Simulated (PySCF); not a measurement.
# H4HfO4 (Hf(OH)4): the cost of one run

Computed with PySCF 2.14.0. Level: BP86, Hf def2-SVP with ECP60, O def2-SVP, H def2-SVP; scalar-relativistic core potentials, no spin–orbit coupling.

3 further runs of the same task are left out: 2 for a known fault of the program, 1 that didn't finish.

## Step 1: The starting structure

9 atoms, charge 0, spin multiplicity 1.

Bond lengths: Hf1–O2 1.943 Å, Hf1–O4 1.944 Å, Hf1–O6 1.948 Å, Hf1–O8 1.944 Å, O2–H3 0.964 Å, O4–H5 0.964 Å, O6–H7 0.965 Å, O8–H9 0.964 Å. Angles: O2–Hf1–O4 109.4°, O2–Hf1–O6 109.1°, O2–Hf1–O8 109.4°, O4–Hf1–O6 109.6°, O4–Hf1–O8 109.7°, O6–Hf1–O8 109.6°, Hf1–O2–H3 173.2°, Hf1–O4–H5 174.8°, Hf1–O6–H7 163.1°, Hf1–O8–H9 174.8°.

Geometry (Å):

```xyz
9

Hf   -0.06676    0.00000    0.23866
O     1.67765   -0.00001   -0.61603
H     2.58754   -0.00001   -0.93440
O    -0.24506    1.58965    1.34322
H    -0.41848    2.37966    1.86769
O    -1.44928   -0.00001   -1.13381
H    -1.90749   -0.00002   -1.98296
O    -0.24506   -1.58962    1.34325
H    -0.41848   -2.37962    1.86775
```

Formal oxidation states: Hf +4. An earlier session relaxed this geometry at BP86, Hf def2-SVP with ECP60, O def2-SVP, H def2-SVP (singlet, point group Cs).

Its energy there is -351.435834 Eh.

## Step 2: Atoms moved at random, σ = 0.06 Å

Contents of run.py (the lines that set the calculation):

```python
mol = gto.M(atom='''
Hf    -0.12374    -0.05891     0.14003
O      1.59816     0.03844    -0.64311
H      2.73513     0.05868    -0.94351
O     -0.26310     1.62369     1.41417
H     -0.40694     2.36644     1.83420
O     -1.45054    -0.07316    -1.16036
H     -1.91383    -0.04632    -1.90235
O     -0.19595    -1.53498     1.31691
H     -0.46460    -2.37385     1.93738''',
    basis={'Hf': 'def2-SVP', 'O': 'def2-SVP', 'H': 'def2-SVP'},
    ecp={'Hf': 'def2-SVP'},
    charge=0, spin=0)
mf = dft.RKS(mol, xc='B88,P86')
mf.grids.atom_grid = (50, 194)
mf = mf.density_fit()  # fitting sets: Hf def2-universal-JKFIT, O def2-universal-JKFIT, H def2-universal-JKFIT
mf.conv_tol = 1e-08; mf.max_cycle = 55
mf.kernel(dm0)  # dm0: the density of the relaxed state
```

The run is started by

```sh
> OMP_NUM_THREADS=2 python run.py
```

**Question.** How long does this run take on 2 threads of Arm Neoverse V1, shared host?

About 5.1 s.
